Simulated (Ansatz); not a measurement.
# LiRe3 (Fm-3m) in Ansatz: convergence with wavefunction cutoff

Aim: find how far wavefunction cutoff must go before the results for LiRe3 settle, at PBE. This setting moves, with any that are tied to it; all else stays.

All numbers are computed with Ansatz 0.2.0; they aren't measurements. Logs are shortened: lines on timing, memory, paths and dates and some standing lists are left out, and cuts for length are marked.

## (1) The structure

It takes space group Fm-3m (No. 225, cubic). The conventional cell has a = 6.106 Å, b = 6.106 Å, c = 6.106 Å, α = 90.00°, β = 90.00°, γ = 90.00°. Around Re (site symmetry m-3m) lie 8 Re at 2.64 Å. Re (site symmetry -43m) is surrounded by 4 Re at 2.64 Å and 4 Li at 2.64 Å. Li (site symmetry m-3m) has 8 Re at 2.64 Å as nearest neighbours.

The cell comes from a database or a generator and needn't be the stable form of this composition.

## (2) With wavefunction cutoff 400 eV

File input.yaml:

```yaml
crystal:
  lattice:
    - [0.0, 3.052881, 3.052881]
    - [3.052881, 0.0, 3.052881]
    - [3.052881, 3.052881, 0.0]
  atoms:
    - { symbol: Re, position: [0.5, 0.5, 0.5] }
    - { symbol: Re, position: [0.25, 0.25, 0.25] }
    - { symbol: Re, position: [0.75, 0.75, 0.75] }
    - { symbol: Li, position: [0.0, 0.0, 0.0] }
hamiltonian:
  xc: pbe
  pseudopotentials: { kind: nc_fr, accuracy: standard }
magnetization:
  noncollinear: true
  spin_orbit: true
kpoints:
  mp_grid: { grid: [6, 6, 6] }
scf:
  occupations: { method: cold, width: 0.05 }
output:
  forces: true
  stress: true
  eigenvalues: true
basis:
  ecutwfc: "400 eV"
```

Potentials or basis: PseudoDojo standard (PBE files).

Command:

```sh
ansatz run input.yaml --threads 2 --pin off --max-ram 5632MiB --backend cpu --events-out ev --progress --plain --runs-dir out
```

Run time: 3.5 s. Hardware: 2 threads of Arm Neoverse V2, shared host; peak memory 0.38 GiB.

Results:

| Quantity | Value |
| --- | --- |
| Free energy | -7281.5517 eV |
| Pressure | -0.7 GPa |
| Band gap on the k mesh | none (metal or under the smearing width) |

## (3) With wavefunction cutoff 500 eV

input.yaml, as its differences from that of step 2:

```diff
@@ -25,2 +25,2 @@
 basis:
-  ecutwfc: "400 eV"
+  ecutwfc: "500 eV"
```

Potentials or basis: PseudoDojo standard (PBE files).

Command:

```sh
ansatz run input.yaml --threads 2 --pin off --max-ram 5632MiB --backend cpu --events-out ev --progress --plain --runs-dir out
```

Run time: 4.8 s. Hardware: 2 threads of Arm Neoverse V2, shared host; peak memory 0.42 GiB.

What came out:

- Free energy: -7290.0382 eV
- Pressure: -1.8 GPa
- Band gap on the k mesh: none (metal or under the smearing width)

## (4) With wavefunction cutoff 600 eV

input.yaml, as its differences from that of step 3:

```diff
@@ -25,2 +25,2 @@
 basis:
-  ecutwfc: "500 eV"
+  ecutwfc: "600 eV"
```

Command:

```sh
ansatz run input.yaml --threads 2 --pin off --max-ram 5632MiB --backend cpu --events-out ev --progress --plain --runs-dir out
```

It took 6 s on 2 threads of Arm Neoverse V2, shared host; peak memory 0.49 GiB.

Results:

| Item | Value |
| --- | --- |
| Free energy | -7293.0406 eV |
| Pressure | -2.1 GPa |
| Band gap on the k mesh | none (metal or under the smearing width) |

## (5) With wavefunction cutoff 700 eV

input.yaml, as its differences from that of step 4:

```diff
@@ -25,2 +25,2 @@
 basis:
-  ecutwfc: "600 eV"
+  ecutwfc: "700 eV"
```

Command:

```sh
ansatz run input.yaml --threads 2 --pin off --max-ram 5632MiB --backend cpu --events-out ev --progress --plain --runs-dir out
```

Wall time 7.6 s (2 threads of Arm Neoverse V2, shared host); peak memory 0.55 GiB.

What came out:

* Free energy: -7293.8648 eV
* Pressure: -2.1 GPa
* Band gap on the k mesh: none (metal or under the smearing width)

## (6) With wavefunction cutoff 850 eV

input.yaml, as its differences from that of step 5:

```diff
@@ -25,2 +25,2 @@
 basis:
-  ecutwfc: "700 eV"
+  ecutwfc: "850 eV"
```

Potentials or basis: PseudoDojo standard (PBE files).

Command:

```sh
ansatz run input.yaml --threads 2 --pin off --max-ram 5632MiB --backend cpu --events-out ev --progress --plain --runs-dir out
```

Wall time 10 s (2 threads of Arm Neoverse V2, shared host); peak memory 0.64 GiB.

It converged, with:

```yaml
Free_energy: -7294.0526 eV
Pressure: -2.1 GPa
Band_gap_on_the_k_mesh: none (metal or under the smearing width)
```

## (7) With wavefunction cutoff 1000 eV

input.yaml, as its differences from that of step 6:

```diff
@@ -25,2 +25,2 @@
 basis:
-  ecutwfc: "850 eV"
+  ecutwfc: "1000 eV"
```

Command:

```sh
ansatz run input.yaml --threads 2 --pin off --max-ram 5632MiB --backend cpu --events-out ev --progress --plain --runs-dir out
```

Wall time 13 s (2 threads of Arm Neoverse V2, shared host); peak memory 0.74 GiB.

Results (log left out):

- Free energy: -7294.0640 eV
- Pressure: -2.2 GPa
- Band gap on the k mesh: none (metal or under the smearing width)

## (8) With wavefunction cutoff 1200 eV

input.yaml, as its differences from that of step 7:

```diff
@@ -25,2 +25,2 @@
 basis:
-  ecutwfc: "1000 eV"
+  ecutwfc: "1200 eV"
```

Command:

```sh
ansatz run input.yaml --threads 2 --pin off --max-ram 5632MiB --backend cpu --events-out ev --progress --plain --runs-dir out
```

It took 16 s on 2 threads of Arm Neoverse V2, shared host; peak memory 0.91 GiB.

The run converged. Its results:

```yaml
Free_energy: -7294.0665 eV
Pressure: -2.2 GPa
Band_gap_on_the_k_mesh: none (metal or under the smearing width)
```

## (9) With wavefunction cutoff 1400 eV

input.yaml, as its differences from that of step 8:

```diff
@@ -25,2 +25,2 @@
 basis:
-  ecutwfc: "1200 eV"
+  ecutwfc: "1400 eV"
```

Potentials or basis: PseudoDojo standard (PBE files).

Command:

```sh
ansatz run input.yaml --threads 2 --pin off --max-ram 5632MiB --backend cpu --events-out ev --progress --plain --runs-dir out
```

Run time: 22 s. Hardware: 2 threads of Arm Neoverse V2, shared host; peak memory 1 GiB.

The run converged. Its results:

```
Free energy            : -7294.0677 eV
Pressure               : -2.2 GPa
Band gap on the k mesh : none (metal or under the smearing width)
```

## (10) With wavefunction cutoff 1700 eV

input.yaml, as its differences from that of step 9:

```diff
@@ -25,2 +25,2 @@
 basis:
-  ecutwfc: "1400 eV"
+  ecutwfc: "1700 eV"
```

Potentials or basis: PseudoDojo standard (PBE files).

Command:

```sh
ansatz run input.yaml --threads 2 --pin off --max-ram 5632MiB --backend cpu --events-out ev --progress --plain --runs-dir out
```

Log:

```text
Warning: RAYON_NUM_THREADS=2 ignored (pool sized by the plan → 2); use --threads N
Engine: ansatz 0.2.0, aarch64-unknown-linux-gnu
Pseudopotentials: kind: nc_fr
Pseudopotential: Re, nc_fr, valence charge 15, recommended cutoff 979.609905 eV (normal), Re.nc_fr.azcp (PseudoDojo's, or run here from an input of PseudoDojo's; its table is named by hamiltonian.pseudopotentials.accuracy)
Pseudopotential: Li, nc_fr, valence charge 3, recommended cutoff 1006.821291 eV (normal), Li.nc_fr.azcp (PseudoDojo's, or run here from an input of PseudoDojo's; its table is named by hamiltonian.pseudopotentials.accuracy)
Functional definition: PBE
  parameter kappa = 0.804
  parameter beta = 0.06672455060314922
  exchange = pbe_x(kappa = kappa, mu = beta*pi^2/3)
  correlation = pbe_c(beta = beta)
non-collinear run that drives no moment, with spin-orbit: no starting moment large enough to seed its density (crystal.atoms[].spin), no starting occupations that ask for one, no magnetisation constraint and no magnetic field, so the semilocal B_xc is pinned to zero
Crystal: 4 atoms, lattice volume = 56.906 Å³
Basis set: ecut = 1700 eV, 9185 PW (Γ), exchange–correlation on 120×120×120 points (8 copies of the dense FFT grid, shifted against one another)
Bands: 58, of which v1, the nominal top of the filled ones, is band 48 counted from 1 (47 counted from 0)
Symmetry: 48 space group operations + 48 with time reversal
Magnetic group: BNS 225.117 (UNI 1619), of the structure as read, at distance tolerance 3.8e-5 Å
k-points: 16 of 216
Projection manifold: j_resolved (fully-relativistic pseudo-atomic orbitals)
Non-local potential: Re, projectors of the file, l = 0: 2, l = 1: 4, l = 2: 4, l = 3: 4
Non-local potential: Li, projectors of the file, l = 0: 2, l = 1: 4
Initial density: superposition of atomic densities (chi_scale 0.1, normalization cell, long waves kept (reshape's long-wave potential 0.00 eV rms))
Initial wavefunctions: pseudopotential atomic-orbital guess
Functional: x = pbe(κ = 0.804, μ = 0.2195149727645171), c = pbe(β = 0.06672455060314922)
SCF iter   1: F=—  HF=-7294.815490 eV  |F-HF|=—  |Δ(HF+E_count)|=         —  Δρ=6.90e-2  dr2=2.58e0  dr2_m=0.00e0 (ungated)  ethr=3.10e-3  |M|=0.00e0 ∫|m|=0.00e0 μB  |m|>n=0.0e0 m-floor=0.0e0 τ_xc=0.0e0  β_m=0.30  ⟨swp⟩=7.7  Hψ=2256  notcnv=0  defer=4
preconditioner: auto → none  [insulator: Δε(μ)=0.038 eV  Ē_g=5.201 eV  σ=0.050 eV  W_gap=0.54  n_scr=14 (ndim 8)  ℏωp=23.1 eV  f_vac=0.000  D(μ)=3.84/eV (n_scr^D=50)  ε∞_Penn≈20.7]
SCF iter   2: F=—  HF=-7294.223568 eV  |F-HF|=—  |Δ(HF+E_count)|=   5.92e-1  S|Δr|=    0.00e0  Δρ=3.87e-2  dr2=7.73e-1  dr2_m=0.00e0 (ungated)  ethr=3.10e-3  |M|=0.00e0 ∫|m|=0.00e0 μB  |m|>n=0.0e0 m-floor=0.0e0 τ_xc=0.0e0  β_m=0.34  ⟨swp⟩=2.9  Hψ=790  notcnv=0  defer=82
SCF iter   3: F=—  HF=-7294.152752 eV  |F-HF|=—  |Δ(HF+E_count)|=   7.08e-2  S|Δr|=    0.00e0  Δρ=3.03e-2  dr2=6.00e-1  dr2_m=0.00e0 (ungated)  ethr=1.61e-3  |M|=0.00e0 ∫|m|=0.00e0 μB  |m|>n=0.0e0 m-floor=0.0e0 τ_xc=0.0e0  β_m=0.31  ⟨swp⟩=3.4  Hψ=789  notcnv=0  defer=78
SCF iter   4: F=—  HF=-7294.072923 eV  |F-HF|=—  |Δ(HF+E_count)|=   7.98e-2  S|Δr|=    0.00e0  Δρ=1.15e-2  dr2=3.39e-2  dr2_m=0.00e0 (ungated)  ethr=1.25e-3  |M|=0.00e0 ∫|m|=0.00e0 μB  |m|>n=0.0e0 m-floor=0.0e0 τ_xc=0.0e0  β_m=0.48  ⟨swp⟩=2.8  Hψ=817  notcnv=0  defer=76
SCF iter   5: F=—  HF=-7294.069935 eV  |F-HF|=—  |Δ(HF+E_count)|=   2.99e-3  S|Δr|=    0.00e0  Δρ=1.97e-3  dr2=2.16e-3  dr2_m=0.00e0 (ungated)  ethr=7.06e-5  |M|=0.00e0 ∫|m|=0.00e0 μB  |m|>n=0.0e0 m-floor=0.0e0 τ_xc=0.0e0  β_m=0.55  ⟨swp⟩=2.0  Hψ=660  notcnv=0  defer=76
SCF iter   6: F=—  HF=-7294.069758 eV  |F-HF|=—  |Δ(HF+E_count)|=   1.77e-4  S|Δr|=    0.00e0  Δρ=2.95e-4  dr2=1.41e-5  dr2_m=0.00e0 (ungated)  ethr=4.51e-6  |M|=0.00e0 ∫|m|=0.00e0 μB  |m|>n=0.0e0 m-floor=0.0e0 τ_xc=0.0e0  β_m=0.76  ⟨swp⟩=2.1  Hψ=653  notcnv=0  defer=76
SCF iter   7: F=—  HF=-7294.070048 eV  |F-HF|=—  |Δ(HF+E_count)|=   2.90e-4  S|Δr|=    0.00e0  Δρ=7.43e-5  dr2=2.64e-6  dr2_m=0.00e0 (ungated)  ethr=2.93e-8  |M|=0.00e0 ∫|m|=0.00e0 μB  |m|>n=0.0e0 m-floor=0.0e0 τ_xc=0.0e0  β_m=0.67  ⟨swp⟩=2.8  Hψ=861  notcnv=0  defer=76
SCF iter   8: F=—  HF=-7294.070048 eV  |F-HF|=—  |Δ(HF+E_count)|=   4.84e-7  S|Δr|=    0.00e0  Δρ=2.73e-5  dr2=2.65e-7  dr2_m=0.00e0 (ungated)  ethr=5.49e-9  |M|=0.00e0 ∫|m|=0.00e0 μB  |m|>n=0.0e0 m-floor=0.0e0 τ_xc=0.0e0  β_m=0.83  ⟨swp⟩=2.2  Hψ=653  notcnv=0  defer=76
SCF iter   9: F=-7294.070048 eV  HF=-7294.070048 eV  |F-HF|=2.80e-9  |Δ(HF+E_count)|=   4.11e-8  S|Δr|=    0.00e0  Δρ=1.94e-6  dr2=3.28e-9  dr2_m=0.00e0 (ungated)  ethr=2.08e-10  |M|=0.00e0 ∫|m|=0.00e0 μB  |m|>n=0.0e0 m-floor=0.0e0 τ_xc=0.0e0  ⟨swp⟩=12.2  Hψ=2437  notcnv=0
SCF 1 converged in 9 iterations: F = -7294.070048 eV  dr2 = 3.28e-9
SCF converged after 9 iterations
Stability not checked: this state was not tested for a lower state beside it, because cold or Methfessel-Paxton smearing, or corrected tetrahedra, fill the levels in a way that the test cannot read (fill_not_monotonic; see scf.lower_state_search)
Magnetization: |M| = 0.0000 μB,  M = (+0.0000, +0.0000, +0.0000) μB
Absolute magnetization: 0.0000 μB (∫|m|)
  site 0: m = (+0.0000, +0.0000, +0.0000) μB, |m| = 0.0000 μB  (R = 1.09 Å)
  site 1: m = (+0.0000, +0.0000, +0.0000) μB, |m| = 0.0000 μB  (R = 1.09 Å)
  site 2: m = (+0.0000, +0.0000, +0.0000) μB, |m| = 0.0000 μB  (R = 1.09 Å)
  site 3: m = (+0.0000, +0.0000, +0.0000) μB, |m| = 0.0000 μB  (R = 1.09 Å)
Free energy (F): -7294.070048 eV
Harris-Foulkes:  -7294.070048 eV  (|F-HF|=2.80e-9)
Internal energy: -7294.071800 eV  (E = F + TS)
E sigma→0 (E₀):  -7294.070632 eV
Entropy (-TS):   0.001753 eV (0.438 meV/atom)
Fermi energy:    19.281912 eV
--- Per-component energies (eV) ---
  E_band       = -476.110737
  E_kinetic    = 2087.717600
  E_local      = -3720.259449  (includes V_loc(G=0)·N_el)
  E_nonlocal   = 174.809344
  E_hartree    = 1038.467494
  E_xc         = -1461.649420
  E_vxc        = -1095.313007  (∫ρ·V_xc dr)
  E_ewald      = -5413.157370
  E_smearing   = 0.001753  (= −TS)
  E_closure    = 0.000000  (closes the sum)
  Σ components = -7294.070048   (vs F -7294.070048, Δ=0.00e0)
--- Forces (eV/Å), atoms counted from 1 ---
  atom   1  Re     0.00000000    -0.00000000     0.00000000
  atom   2  Re    -0.00000000    -0.00000000    -0.00000000
  atom   3  Re    -0.00000000     0.00000000     0.00000000
  atom   4  Li    -0.00000000     0.00000000     0.00000000
  max |Σ_I F_I| component: 1.39e-17 eV/Å
--- Stress (GPa, compression-positive) ---
       -2.177794       0.000000      -0.000000
       -0.000000      -2.177794       0.000000
       -0.000000       0.000000      -2.177794
  P = ⅓ Tr σ = -2.1778 GPa (-21.778 kbar)
--- Band table (eV; the first three rows and the last of 16) ---
  k-point 0: bands = ["-60.8287", "-60.8287", "-60.3618", "-60.3618", "-60.3518", "-60.3518", "-30.8132", "-30.8132", "-30.3451", "-30.3451", "-30.1662", "-30.1662", "-25.3902", "-25.3902", "-20.0258", "-20.0258", "-20.0258", "-20.0258", "-19.4959", "-19.4959", "-19.4959", "-19.4959", "-19.0371", "-19.0371", "-19.0371", "-19.0371", "10.5431", "10.5431", "14.2598", "14.2598", "14.2598", "14.2598", "15.6519", "15.6519", "15.7521", "15.7521", "15.7521", "15.7521", "16.4475", "16.4475", "16.5267", "16.5267", "16.5267", "16.5267", "20.9883", "20.9883", "20.9883", "20.9883", "21.2956", "21.2956", "21.3769", "21.3769", "21.3769", "21.3769", "22.1446", "22.1446", "22.1446", "22.1446"]
  k-point 1: bands = ["-60.8254", "-60.8254", "-60.3634", "-60.3634", "-60.3537", "-60.3537", "-30.8023", "-30.8023", "-30.3395", "-30.3395", "-30.1860", "-30.1860", "-25.3904", "-25.3904", "-20.0557", "-20.0557", "-19.9948", "-19.9948", "-19.4626", "-19.4626", "-19.4582", "-19.4582", "-19.1055", "-19.1055", "-19.0396", "-19.0396", "10.9644", "10.9644", "14.4231", "14.4231", "14.4265", "14.4265", "15.4060", "15.4060", "15.7815", "15.7815", "15.8359", "15.8359", "16.5511", "16.5511", "16.6148", "16.6148", "16.6837", "16.6837", "19.9528", "19.9528", "20.4337", "20.4337", "20.4508", "20.4508", "21.1614", "21.1614", "21.3230", "21.3230", "22.2061", "22.2061", "22.2595", "22.2595"]
  k-point 2: bands = ["-60.8187", "-60.8187", "-60.3658", "-60.3658", "-60.3584", "-60.3584", "-30.7788", "-30.7788", "-30.3219", "-30.3219", "-30.2340", "-30.2340", "-25.3908", "-25.3908", "-20.1070", "-20.1070", "-19.9036", "-19.9036", "-19.4052", "-19.4052", "-19.3853", "-19.3853", "-19.2688", "-19.2688", "-19.0441", "-19.0441", "12.0727", "12.0727", "14.8673", "14.8673", "14.8920", "14.8920", "15.2899", "15.2899", "15.7339", "15.7339", "15.8010", "15.8010", "15.9699", "15.9699", "17.0208", "17.0208", "17.0328", "17.0328", "18.6379", "18.6379", "19.2932", "19.2932", "19.3480", "19.3480", "20.9756", "20.9756", "21.2902", "21.2902", "21.8349", "21.8349", "21.9924", "21.9924"]
  k-point 15: bands = ["-60.8108", "-60.8108", "-60.3686", "-60.3686", "-60.3638", "-60.3638", "-30.7446", "-30.7446", "-30.3092", "-30.3092", "-30.2893", "-30.2893", "-25.3913", "-25.3913", "-20.0113", "-20.0113", "-19.9793", "-19.9793", "-19.4244", "-19.4244", "-19.3623", "-19.3623", "-19.1795", "-19.1795", "-19.1471", "-19.1471", "13.8212", "13.8212", "13.9297", "13.9297", "14.2386", "14.2386", "15.1030", "15.1030", "15.9667", "15.9667", "16.1514", "16.1514", "16.8211", "16.8211", "17.0870", "17.0870", "17.9996", "17.9996", "18.0869", "18.0869", "19.4430", "19.4430", "19.8126", "19.8126", "20.4664", "20.4664", "20.9152", "20.9152", "21.4969", "21.4969", "21.8058", "21.8058"]
```

It took 28 s on 2 threads of Arm Neoverse V2, shared host; peak memory 1.3 GiB.

Results:

* Free energy: -7294.0700 eV
* Pressure: -2.2 GPa
* Band gap on the k mesh: none (metal or under the smearing width)

## (11) Summary

| wavefunction cutoff | energy less the tightest run, at zero smearing (meV/atom) | pressure (GPa) | SCF cycles | CPU time (s) | peak memory (GiB) |
| --- | --- | --- | --- | --- | --- |
| 400 eV | 3129.60 | -0.66 | 8 | 6.8 | 0.38 |
| 500 eV | 1007.93 | -1.79 | 8 | 9.4 | 0.42 |
| 600 eV | 257.35 | -2.13 | 9 | 12 | 0.49 |
| 700 eV | 51.30 | -2.12 | 9 | 15 | 0.55 |
| 850 eV | 4.36 | -2.15 | 9 | 20 | 0.64 |
| 1000 eV | 1.52 | -2.16 | 9 | 25 | 0.74 |
| 1200 eV | 0.88 | -2.17 | 9 | 32 | 0.91 |
| 1400 eV | 0.59 | -2.17 | 9 | 44 | 1 |
| 1700 eV | 0.00 | -2.18 | 9 | 55 | 1.3 |

Against the tightest run, the energy stays within 1 meV/atom from 1200 eV on; the pressure stays within 0.1 GPa from 600 eV on. The tightest run that finished is the yardstick and may itself not be fully converged.
